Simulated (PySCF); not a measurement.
# GaHClOF (SMILES [OH][Ga]([F])[Cl]): levels of theory compared

We compute a comparison of 6 runs (HF/STO-3G, HF/3-21G, B2PLYP/def2-SVPD, BHLYP/def2-SVPD, r2SCAN/def2-SVPD, SCS-MP2/def2-SVPD) of GaHClOF. Input form: a Python script.

The results are computed with PySCF 2.14.0.

1 further run of the same task is left out (set aside as unsound or not needed).

## 1. The system as given

GaHClOF has 5 atoms, charge 0, and is taken as a singlet. SMILES: `[OH][Ga]([F])[Cl]`. One bond was lengthened or shortened from a relaxed shape.

Bond lengths: O1–Ga2 1.761 Å, Ga2–F3 1.733 Å, Ga2–Cl4 2.115 Å, O1–H5 1.105 Å. Angles: O1–Ga2–F3 117.4°, O1–Ga2–Cl4 124.1°, F3–Ga2–Cl4 118.5°, Ga2–O1–H5 113.2°.

## 2. The energy at HF/STO-3G (run 1)

Contents of input.py:

```python
from pyscf import gto, scf

mol = gto.M(
    atom=[
    ('O', (-0.445812, -1.226626, 0.428133)),
    ('Ga', (-0.009712, 0.180274, -0.536467)),
    ('F', (-0.376212, 0.129974, -2.229067)),
    ('Cl', (0.925888, 1.909374, 0.243033)),
    ('H', (-0.182000, -1.121400, 1.495800)),
],
    max_memory=1860,
    basis='sto-3g',
    verbose=4,
    spin=0,
)

mf = scf.RHF(mol)
mf.conv_tol = 1e-10
mf.kernel()
if not mf.converged:
    mf = mf.newton().run(mf.mo_coeff, mf.mo_occ)

e_final = mf.e_tot
print('E(%s) = %.9f' % ('HF', e_final))
```

The run is started by

```bash
OMP_NUM_THREADS=1 python input.py
```

Output:

```text
PySCF version 2.14.0

[... 65 lines left out ...]
converged SCF energy = -2528.00026855727
E(HF) = -2528.000268557
```

Run time: 0.62 s. Hardware: 1 thread of Arm Neoverse V2, shared host; peak memory 0.1 GiB.

## 3. A single-point energy at HF/3-21G (run 2)

Contents of job.py:

```python
from pyscf import gto

mol = gto.M(
    atom='''
O     -0.842463    -2.317987     0.809054
Ga    -0.018353     0.340668    -1.013776
F     -0.710938     0.245615    -4.212326
Cl     1.749675     3.608194     0.459266
H     -0.343930    -2.119139     2.826652
''',
    max_memory=1860,
    spin=0,
    basis='3-21g',
    verbose=4,
    charge=0,
    unit='bohr',
)

mf = mol.RHF()
mf.conv_tol = 1e-10
mf.kernel()
if not mf.converged:
    mf = mf.newton().run(mf.mo_coeff, mf.mo_occ)

e_final = mf.e_tot
print('E(%s) = %.9f' % ('HF', e_final))
```

The run is started by

```bash
OMP_NUM_THREADS=1 python job.py
```

Output:

```text
PySCF version 2.14.0

[... 61 lines left out ...]
converged SCF energy = -2545.2225721784
E(HF) = -2545.222572178
```

It took 0.74 s on 1 thread of Arm Neoverse V2, shared host; peak memory 0.13 GiB.

Runs 3 to 5 aren't shown in full; the table further down has their settings and results.

## 4. The energy at SCS-MP2/def2-SVPD (run 6)

Contents of input.py:

```python
from pyscf import gto, scf, mp

mol = gto.M(
    atom='''
O     -0.445812    -1.226626     0.428133
Ga    -0.009712     0.180274    -0.536467
F     -0.376212     0.129974    -2.229067
Cl     0.925888     1.909374     0.243033
H     -0.182000    -1.121400     1.495800
''',
    charge=0,
    max_memory=1860,
    verbose=3,
    spin=0,
    basis='def2-svpd',
)

mf = scf.RHF(mol)
mf.conv_tol = 1e-10
mf.kernel()
if not mf.converged:
    mf = mf.newton().run(mf.mo_coeff, mf.mo_occ)

pt = mp.MP2(mf, frozen=16).run()
e_tot = mf.e_tot + 1.2 * pt.e_corr_os + pt.e_corr_ss / 3
print('Final energy', e_tot)
```

The run is started by

```bash
OMP_NUM_THREADS=1 python input.py
```

Output:

```text
converged SCF energy = -2557.23506872136
E(RMP2) = -2557.9941345983  E_corr = -0.759065876938501
E(SCS-RMP2) = -2557.95362086973  E_corr = -0.718552148375031
Final energy -2557.9536208697314
```

Run time: 4.2 s. Hardware: 1 thread of Arm Neoverse V2, shared host; peak memory 0.4 GiB.

## 5. All runs side by side

| run | level | frozen core orbitals | integration grid | energy (Eh) | dipole moment (D) of the reference | HOMO energy (eV) | LUMO energy (eV) | wall time |
| --- | --- | --- | --- | --- | --- | --- | --- | --- |
| 1 | HF/STO-3G | – | – | -2528.000269 | 1.64 | -8.98 | 5.33 | 0.62 s |
| 2 | HF/3-21G | – | – | -2545.222572 | 2.47 | -13.10 | 1.54 | 0.74 s |
| 3 | B2PLYP/def2-SVPD | 16 | 5 | -2559.696442 | 2.52 | -11.05 | -0.92 | 23 s |
| 4 | BHLYP/def2-SVPD | – | 5 | -2560.227646 | 2.54 | -11.11 | -1.21 | 23 s |
| 5 | r2SCAN/def2-SVPD | – | 5 | -2560.217674 | 2.39 | -8.51 | -2.55 | 47 s |
| 6 | SCS-MP2/def2-SVPD | 16 | – | -2557.953621 | 2.58 | -13.26 | 0.70 | 4.2 s |

## 6. Outcome

```
                                           quantity           value
                                run 6: total energy  -2557.95362 Eh
        run 6: dipole moment (Hartree–Fock density)          2.58 D
         run 6: HOMO energy (Hartree–Fock orbitals)       -13.26 eV
         run 6: LUMO energy (Hartree–Fock orbitals)         0.70 eV
       run 6: HOMO–LUMO gap (Hartree–Fock orbitals)        13.96 eV
run 6: correlation energy (16 core orbitals frozen)      -718.6 mEh
```

In words: Over runs 1, 2, 3, 4, 5 the dipole moment (its size) runs from 1.64 D (HF/STO-3G) to 2.54 D (BHLYP/def2-SVPD). The two ends differ in method and basis. Over runs 1, 2, 3, 4, 5 the HOMO–LUMO gap runs from 5.96 eV (r2SCAN/def2-SVPD) to 14.63 eV (HF/3-21G). Totals of different functionals can't be ranked against each other. In run 1 the basis is minimal, so the values are rough. All runs together took 98 s, the longest 47 s.
